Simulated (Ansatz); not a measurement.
# CdFH2N: one species, many methods

Aim: compute CdFH2N with functionals from several rungs and with coupled cluster, and see how far each lands from CCSD(T) at the basis-set limit for the atomisation energy.

Program: Ansatz 0.2.0, Gaussian basis. Level of theory: functionals in def2-TZVPP, the program's frozen cores in correlated methods. These are calculated values, not measurements.

The runs, in order: LDA (SPW92), PBE-D4, revPBE-D4, BLYP-D4, r2SCAN-D4, B97M-V, PBE0-D4, B3LYP-D4, r2SCANh-D4, r2SCAN0-D4, HSE06-D4, BHLYP-D4, CAM-B3LYP-D4, LC-ωPBE, ωB97X-V, ωB97M-V, B2PLYP, PBE-QIDH; CCSD(T)/def2-SVP; CCSD(T)/def2-TZVPP; CCSD(T)/def2-QZVPP; extrapolation to the limit; RPA on PBE.

## (1) The geometry

The geometry comes from an earlier relaxation with PBE0-D4 in a triple-zeta def2 set; it is a stationary point. Cd takes the def2 core potential; no spin-orbit term is included.

SMILES `[NH2][Cd][F]`, 5 atoms, charge 0, spin multiplicity 1.

Atoms are counted from 1 here; the program's logs count them from 0.

Bond lengths: N1–Cd2 1.998 Å, N1–H4 1.014 Å, N1–H5 1.014 Å, Cd2–F3 1.935 Å. Angles: Cd2–N1–H4 110.9°, Cd2–N1–H5 110.9°, H4–N1–H5 106.1°, N1–Cd2–F3 175.2°.

## (2) LDA

This LDA is Slater exchange with PW92 correlation.

The input, in.yaml:

```yaml
crystal:
  periodic: [false, false, false]
  atoms:
    - {symbol: N, position_ang: [-0.333383, 0.921974, -0.346301]}
    - {symbol: Cd, position_ang: [0.604673, -0.740252, 0.245397]}
    - {symbol: F, position_ang: [1.652154, -2.274900, 0.787060]}
    - {symbol: H, position_ang: [-0.955619, 0.728621, -1.123765]}
    - {symbol: H, position_ang: [-0.917924, 1.290757, 0.396209]}
basis:
  gaussian: {orbitals: def2-TZVPP}
hamiltonian: {xc: lda}
output: {orbitals: {seedname: orbitals}}
```

On the command line:

```bash
> ansatz run in.yaml --threads 2 --pin off --events-out ev --progress --plain --max-ram 32768MiB --backend cpu
```

After this run come: PBE-D4 (GGA); revPBE-D4 (GGA); BLYP-D4 (GGA); r2SCAN-D4 (meta-GGA); B97M-V (meta-GGA); PBE0-D4 (hybrid); B3LYP-D4 (hybrid); r2SCANh-D4 (hybrid); r2SCAN0-D4 (hybrid); HSE06-D4 (hybrid); BHLYP-D4 (hybrid); CAM-B3LYP-D4 (range-separated); LC-ωPBE (range-separated); ωB97X-V (range-separated); ωB97M-V (range-separated); B2PLYP (double hybrid); PBE-QIDH (double hybrid); CCSD(T) in def2-SVP; CCSD(T) in def2-TZVPP; CCSD(T) in def2-QZVPP; RPA on PBE orbitals.

Q: Predict the results of all the runs planned. Wanted: atomisation energy, CCSD(T)/CBS; farthest beyond LDA; mean size of error, GGA; mean size of error, meta-GGA; mean size of error, hybrid; mean size of error, range-separated; mean size of error, double hybrid; gap, smallest and largest; T1 diagnostic.

As calculated:

```
                               quantity                                  value
        atomisation energy, CCSD(T)/CBS                         310.2 kcal/mol
functionals within 1.6 kcal/mol (0.5 %)       BLYP-D4, r2SCAN-D4, CAM-B3LYP-D4
                    farthest beyond LDA              BHLYP-D4 (-22.0 kcal/mol)
                mean size of error, GGA                           4.3 kcal/mol
           mean size of error, meta-GGA                           3.1 kcal/mol
             mean size of error, hybrid                           9.3 kcal/mol
    mean size of error, range-separated                           3.3 kcal/mol
      mean size of error, double hybrid                           8.3 kcal/mol
              gap, smallest and largest  3.78 eV (BLYP-D4), 11.00 eV (LC-ωPBE)
                          T1 diagnostic                                 0.0159
triples share of the correlation energy                                  3.0 %
```

In words: The LDA atomisation energy is off by 58.4 kcal/mol (19 %): it overbinds. PBE-D4 is off by +8.6 kcal/mol. Double hybrids carry the basis error of their MP2 part in triple zeta, and no dispersion term here, so their miss is partly the set-up's. Taken by rung, meta-GGA functionals do best (3.1 kcal/mol on average) and hybrid ones worst beyond LDA (9.3 kcal/mol). The gap between the best rungs is small, so their order is not settled. The mean of the hybrids holds BHLYP, with half exact exchange. Misses under about 1.6 kcal/mol are within the doubt on the reference itself, which lacks core-valence correlation, spin-orbit coupling and higher excitations. All levels share the lack of spin-orbit coupling, which lowers the free heavy atoms and so the true binding. Hartree-Fock recovers 59 % of the binding; the rest is correlation. CCSD(T) in def2-SVP is off by -33.0 kcal/mol, so the small basis spoils what the method gains. The gap grows from 3.8 to 11.0 eV across the functionals, mostly with the share of exact exchange. Correlated methods include outer-core shells of Cd, which these sets cover unevenly.
